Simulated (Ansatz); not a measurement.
# KCl (Sylvite): the cost of one run

Computed with Ansatz 0.2.0 (DFT PBE, scalar-relativistic, plane waves, PAW, unless a step's input says otherwise).

### 1 The structure to begin with

The structure is cubic, space group Fm-3m (No. 225). Conventional cell: a = 6.381 Å, b = 6.381 Å, c = 6.381 Å, α = 90.00°, β = 90.00°, γ = 90.00°. K (site symmetry m-3m) is surrounded by 6 Cl at 3.19 Å. Around Cl (site symmetry m-3m) lie 6 K at 3.19 Å.

As a file:

```xyz
2
Lattice="0.0000 3.1906 3.1906 3.1906 0.0000 3.1906 3.1906 3.1906 0.0000" Properties=species:S:1:pos:R:3 pbc="T T T"
K     0.0000    0.0000    0.0000
Cl    3.1906    3.1906    3.1906
```

An earlier run at PBE left this cell at 32.481 Å³/atom and 0.00 GPa (8×8×8 mesh).

### 2 Volume × 0.96

input.yaml

```yaml
crystal:
  lattice:
    - [0.0, 3.147519758, 3.147519758]
    - [3.147519758, 0.0, 3.147519758]
    - [3.147519758, 3.147519758, 0.0]
  atoms:
    - { symbol: K, position: [0.0, 0.0, 0.0] }
    - { symbol: Cl, position: [0.5, 0.5, 0.5] }
basis:
  ecutwfc: 420
  ecutrho_ratio: 4
kpoints:
  mp_grid: { grid: [8, 8, 8] }
hamiltonian:
  xc: pbe
scf:
  occupations: { method: gaussian, width: 0.05 }
output:
  forces: true
  stress: true
  eigenvalues: true
```

The run is started by

```console
$ ansatz run input.yaml --threads 1 --pin off --max-ram 2560MiB --backend cpu --events-out ev --progress --plain --runs-dir out
```

What time and memory should one allow on 1 thread of Arm Neoverse N1, shared host?

About 2.5 s, with a peak of 0.29 GiB.
